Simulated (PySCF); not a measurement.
# How the numerical set-up moves the result for KN (triplet)

Which parts of the numerical set-up matter for KN (triplet)? Each run edits the base script.

Program: PySCF 2.14.0. Level of theory: each script names its method and basis. These are calculated values, not measurements.

5 further runs of the same task are left out: 5 that didn't finish.

### Step 1. Where the work starts

KN (triplet): 2 atoms, charge 0, spin multiplicity 3.

Bond lengths: K1–N2 2.600 Å.

### Step 2. The run that the others are compared with

Input file input.py:

```python
from pyscf import gto, scf

mol = gto.M(
    atom='K 0 0 0; N 0 0 2.6',
    basis='sbkjc',
    ecp={'K': 'sbkjc', 'N': 'sbkjc'},
    charge=0,
    spin=2,
    symmetry=True,
    verbose=4,
)
mf = scf.ROHF(mol)
mf = mf.density_fit(auxbasis='def2-universal-jkfit')
mf = mf.newton()
mf.kernel()
mf.dip_moment()
print('orbital energies (hartree):', mf.mo_energy[..., max(0, mol.nelec[1]-3):mol.nelec[0]+3].round(4))
```

Run with:

```
$ python input.py
```

Its log is not repeated here.

It gives: E(SCF) = -9.717196 Eh, 6 macro-iterations, μ = 11.11 D.

The bond length is a typed value, not an optimised one. The triplet is typed in the script; nothing here shows that it is the ground state.

### Step 3. Cc-pvdz-dk (core potential off, X2C on)

Edit 1 changes basis set: sbkjc → cc-pvdz-dk; core potential: on → off; spin-free X2C: off → on. The core potential changes with it: totals don't compare.

Input file input.py:

```python
from pyscf import gto, scf

mol = gto.M(
    atom='K 0 0 0; N 0 0 2.6',
    basis='cc-pvdz-dk',
    charge=0,
    spin=2,
    symmetry=True,
    verbose=4,
)
mf = scf.ROHF(mol)
mf = mf.sfx2c1e()
mf = mf.density_fit(auxbasis='def2-universal-jkfit')
mf = mf.newton()
mf.kernel()
mf.dip_moment()
print('orbital energies (hartree):', mf.mo_energy[..., max(0, mol.nelec[1]-3):mol.nelec[0]+3].round(4))
```

Run with:

```
$ python input.py
```

### Step 4. Cartesian functions on

Edit 2 changes Cartesian functions: off → on.

input.py: that of step 2 with these lines changed.

```diff
@@ -9,2 +9,3 @@
     symmetry=True,
+    cart=True,
     verbose=4,
```

Q: Predict the outcome of this session. Wanted: for each run, E(SCF); from base; SCF dipole.

As calculated:

| run | E(SCF) (hartree) | from base (eV) | cycles | SCF dipole (D) | functions |
| --- | --- | --- | --- | --- | --- |
| base | -9.717196 | 0 | 6 macro | 11.11 | 16 |
| cc-pvdz-dk (core potential off, X2C on) | -655.827684 | not comparable | 3 macro | 10.53 | 41 |
| Cartesian functions on | -9.717198 | -0.0001 | 6 macro | 11.11 | 16 |

The SCF energy stays the same, to the digits that matter, with Cartesian functions on. The basis has no d shells, so the Cartesian switch can't act.
